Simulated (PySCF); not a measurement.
**CaO: bond curves at several levels of theory**

One job finds the state of CaO, follows it along the bond with each method and fits the curves.

Computed with PySCF 2.14.0. Level: Ca def2-SVP, O def2-SVP, no relativity.

## Step 1: Set-up

The job is set up so:

```yaml
atoms: Ca, O
charge: 0
basis: Ca def2-SVP, O def2-SVP
Hamiltonian: no relativity
basis_functions: 38
electrons_treated: 28
masses_in_u: 39.9626, 15.9949
levels: PBE0, PBE, r²SCAN, TPSSh, r²SCANh, M06-2X, HF, MP2, SCS-MP2, CCSD, CCSD(T)
grid: 80 radial by 434 angular points
occupations: held fixed by the projection of orbital angular momentum
dissociation_limit: Ca + O, each in its ground configuration
starting_distance_in_angstrom: 2.190
values_of_2S_to_try: 0, 2
```

Launch:

```console
$ OMP_NUM_THREADS=1 python dia.py task.json out
```

After this run come: PBE0 along the bond; Excited determinants; PBE (GGA); r²SCAN (meta-GGA); TPSSh (hybrid meta-GGA); r²SCANh (hybrid meta-GGA); M06-2X (hybrid meta-GGA); RHF (mean field); Correlated methods on the Hartree–Fock reference.

**Question.** What will these runs give? Wanted: for each run, Re; ωe; De; μ.

The runs gave:

Lowest PBE0 solution found, without spin–orbit coupling: ¹Σ⁺ (singlet), closed shell. State 2 has its PBE0 minimum 0.81 eV higher. State 3 has its PBE0 minimum 0.82 eV higher, as a spin-mixed determinant (⟨S²⟩ = 1.00), so this is no gap between pure states. The other levels ran on the lowest alone.

```csv
level,Re (Å),ωe (cm⁻¹),De (eV),μ (D)
RHF,1.823,859,0.164,-10.92
RHF-MP2,1.869,697,3.40,n/a
RHF-SCS-MP2,1.867,711,3.06,n/a
RHF-CCSD,1.867,728,2.47,n/a
PBE,1.823,774,5.06,-7.32
r²SCAN,1.815,805,4.75,-7.96
TPSSh,1.818,806,4.41,-8.05
r²SCANh,1.809,819,4.40,-8.31
PBE0,1.803,822,4.11,-8.40
M06-2X,1.806,825,3.45,-9.19
```

De is counted to Ca + O in their ground configurations. A positive dipole means Ca(−)O(+). No constants: RHF-CCSD(T) (no minimum is bracketed among the points kept).

In words: The methods spread over 0.065 Å in bond length, from PBE0 to RHF-MP2. Among the levels with a De in the table, it runs from 0.164 eV (RHF) to 5.06 eV (PBE).

Correlated steps freeze 6 core orbitals. T1 is 0.078 near the minimum (highest on the curve 0.122), which may point to more than one leading configuration.
